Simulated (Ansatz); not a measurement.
The system is InSb3.

```
Sb In
1.0
     4.80637    0.00000    0.00000
     0.00000    4.80637    0.00000
     0.00000    0.00000    4.80637
Sb In
3 1
Direct
  0.50000 0.50000 0.00000
  0.00000 0.50000 0.50000
  0.50000 0.00000 0.50000
  0.00000 0.00000 0.00000
```

The cell comes from a database or a generator and needn't be the stable form of this composition.

Base run:

| Property | Result |
| --- | --- |
| Program | Ansatz 0.2.0 |
| Functional | LDA |
| Potentials or basis | Ansatz PAW |
| Cutoff | 420 eV (not typed: the program's choice for these potentials) |
| k mesh | 6 × 6 × 6 |
| Occupations | fermi-dirac, width 0.05 eV |
| Spin | no spin polarisation |

Its results: band gap on the k mesh none (metal or under the smearing width); pressure -3.8 GPa.

Question: The run is repeated on the same cell with these changes: functional from LDA to r2SCAN; cutoff from 420 eV (not typed: the program's choice for these potentials) to 500 eV (not typed: the program's choice for these potentials). What comes out?

Answer: Band gap on the k mesh none (metal or under the smearing width); pressure -0.6 GPa.

Caveats: spin-orbit coupling is left out, which moves the levels of the heavy elements; the PAW data sets come from PBE, with cores solved anew for the run's functional, which leaves a small shift of forces and pressure.
